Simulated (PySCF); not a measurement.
# C5HF5: the cost of one run

Programs: PySCF 2.14.0, with density-fitted response routines of our own. Each step states its level of theory. These are calculated values for one molecule, in the gas phase or a continuum, unless marked as measured. Atoms count from 0, in the outputs and in this text.

### Step 1. The starting structure

11 atoms, charge 0, multiplicity 1; geometry from: GFN2-xTB. The atoms were then displaced at random by about 0.01 Å, so the start is not that level's minimum.

Bonds of the start (Å): F0–C1 1.34, C1–F2 1.30, C1–C3 1.32, C3–F4 1.33, C3–C5 1.46, C5–C6 1.30, C6–F7 1.31, C6–C8 1.48, C8–F9 1.38, C8–C5 1.51, C8–H10 1.08.

### Step 2. Geometry optimisation at PBE0-D3(BJ)/def2-SVP

The job: settings as JSON, then the geometry in Å.

```
{"job": {"xc": "PBE0", "basis": "def2-SVP", "d3": "d3bj", "grid": 1, "shake": 0.01, "kind": "geom"}, "charge": 0, "multiplicity": 1}
F      1.758600    -1.259070     0.960290
C      1.965700    -0.207350     0.163350
F      3.241530    -0.021690    -0.028430
C      1.028900     0.551940    -0.367260
F      1.328600     1.584530    -1.154570
C     -0.395980     0.324840    -0.163780
C     -1.643590     0.605670    -0.400420
F     -2.522960     1.369720    -0.995080
C     -1.441270    -0.558090     0.484910
F     -1.627960    -1.816210    -0.053330
H     -1.653460    -0.600120     1.538660
```

On the command line:

```sh
$ OMP_NUM_THREADS=1 python probes_run.py task.json out
```

The driver reads the jobs from task.json and runs them one after another.

Q: Estimate the wall time and peak memory of this first job on 1 thread of Intel Xeon Platinum 8488C, shared host.

About 2.3 min, with a peak of 0.57 GiB.
